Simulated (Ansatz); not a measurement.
This script for Ansatz 0.2.0, Python API starts 5 runs on TiRe, space group Pm-3m. What input does the engine get in each?

`tire_ecut.py`:
```python
import ansatz as az
from pymatgen.core import Lattice, Structure
from pymatgen.io.ase import AseAtomsAdaptor
from tabulate import tabulate

pmg_structure = Structure(
    Lattice([[3.118, 0.0, 0.0], [0.0, 3.118, 0.0], [0.0, 0.0, 3.118]]),
    ["Ti", "Re"],
    [
        [0.5, 0.5, 0.5],
        [0.0, 0.0, 0.0],
    ],
)
xtal = az.Crystal.from_ase(AseAtomsAdaptor.get_atoms(pmg_structure))

calculation = (
    xtal.calculation()
    .functional(az.Functional.PBESOL)
    .kpoints(8, 8, 8)
    .occupations("fermi_dirac")
    .forces()
    .stress()
)

rows = []
for value in [250, 350, 450, 550, 650]:
    r = calculation.basis(value).run(threads=1, backend="cpu").report
    rows.append((value, r["free_energy_ev"] / len(r["lattice"]["sites"]), r["n_iterations"], sum(r["stress_gpa"][i][i] for i in range(3)) / 3, max(abs(f) for row in r["forces_ev_ang"] for f in row), r["n_pw"]))

print(tabulate(rows, headers=["cutoff (eV)", "F/atom (eV)", "iterations", "P (GPa)", "max component (eV/A)", "plane waves"], floatfmt=".4f", tablefmt="simple"))

for row in rows[:-1]:
    shift = 1000 * (row[1] - rows[-1][1])
    print(f"{row[0]}: {shift:+.2f} meV/atom" + ("  (within 1 meV)" if abs(shift) < 1 else ""))
```

Run 1:
```yaml
crystal:
  lattice:
    - [3.118, 0.0, 0.0]
    - [0.0, 3.118, 0.0]
    - [0.0, 0.0, 3.118]
  atoms:
    - { symbol: Ti, position: [0.5, 0.5, 0.5] }
    - { symbol: Re, position: [0.0, 0.0, 0.0] }
basis:
  ecutwfc: 250.0
kpoints:
  mp_grid:
    grid: [8, 8, 8]
hamiltonian:
  xc: pbesol
scf:
  occupations:
    method: fermi_dirac
output:
  forces: true
  stress: true
```

Run 2, against run 1:
```diff
-  ecutwfc: 250.0
+  ecutwfc: 350.0
```

Run 3, against run 1:
```diff
-  ecutwfc: 250.0
+  ecutwfc: 450.0
```

Run 4, against run 1:
```diff
-  ecutwfc: 250.0
+  ecutwfc: 550.0
```

Run 5, against run 1:
```diff
-  ecutwfc: 250.0
+  ecutwfc: 650.0
```

`python tire_ecut.py` gives:
```text
DeckWarning: basis.ecutwfc = 250 eV is below the records' recommended 420 eV, and the density's cutoff is lower with it unless basis.ecutrho_ratio is high enough to keep the records' density cutoff: compare with a run at a higher cutoff
DeckWarning: basis.ecutwfc = 350 eV is below the records' recommended 420 eV, and the density's cutoff is lower with it unless basis.ecutrho_ratio is high enough to keep the records' density cutoff: compare with a run at a higher cutoff
  cutoff (eV)    F/atom (eV)    iterations    P (GPa)    max component (eV/A)    plane waves
-------------  -------------  ------------  ---------  ----------------------  -------------
          250     -6604.9631             6    -5.3207                  0.0000            257
          350     -6605.9523             6    -7.1349                  0.0000            461
          450     -6605.9634             6    -7.1617                  0.0000            691
          550     -6605.9644             6    -7.1754                  0.0000            895
          650     -6605.9647             6    -7.1781                  0.0000           1189
250: +1001.62 meV/atom
350: +12.43 meV/atom
450: +1.27 meV/atom
550: +0.30 meV/atom  (within 1 meV)
```
(Warnings from the package without file and line.)

From 550 eV on it stays within 1 meV an atom of the value at 650 eV; the first row (250 eV) is off by 1001.6 meV and the last but one by 0.30 meV. The energy falls steadily, as expected when plane waves are added. The pressure moves from -5.32 to -7.18 GPa (the program's stress holds a Pulay correction, so it settles early).

Reading the output:
- For a metal this k-point mesh is coarse: on a finer one energies can move by several to tens of meV an atom and pressures by half a GPa or more, differences at one mesh by less.
- Forces vanish by symmetry here and test nothing.
- Pressure is positive in compression.
- Spin-orbit coupling, which matters for elements this heavy, is left out.
- The starting cell is as deposited in a crystallographic database; the results hold for this polymorph, which needn't be the stable one.
- Shifts are counted from the last row, which is itself no proven limit.
- Hardware and time: 6.2 s on 1 thread of Arm Neoverse V2 (shared host), peak memory 0.48 GiB.

(Lines on the test bed's own set-up are left out of the output.)
